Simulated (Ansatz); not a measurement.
# OTi: the cost of one run

Method: def2-QZVPP, core rule «outside noble gas», up to 10 orbitals frozen; program: Ansatz 0.2.0, Gaussian basis.

To be run: UHF; ROHF; CCSD(T) on UHF.

### 1 The system

The geometry is a PBE0/def2-TZVP stationary point (not a proven minimum) of the parent state, kept for this charge and spin.

2 atoms, charge 1, spin multiplicity 2.

Atoms are counted from 1 here; the program's logs count them from 0.

Bond lengths: Ti1–O2 1.842 Å.

### 2 UHF

in.yaml reads:

```yaml
crystal:
  periodic: [false, false, false]
  atoms:
    - {symbol: Ti, position_ang: [0.000000, 0.000000, 0.000000]}
    - {symbol: O, position_ang: [0.000000, 0.000000, 1.841600]}
basis:
  gaussian: {orbitals: "def2-QZVPP.json"}
total_charge: 1
magnetization: {spin_polarized: true, initial_magnetization: 1}
hamiltonian: {xc: hf}
output: {orbitals: {seedname: orbitals}}
```

On the command line:

```sh
$ ansatz run in.yaml --threads 1 --pin off --events-out ev --progress --plain --max-ram 4096MiB --backend cpu
```

Q: Estimate wall time and peak memory on 1 thread of AMD EPYC 7R13, shared host.

About 73 s, with a peak of 0.38 GiB.
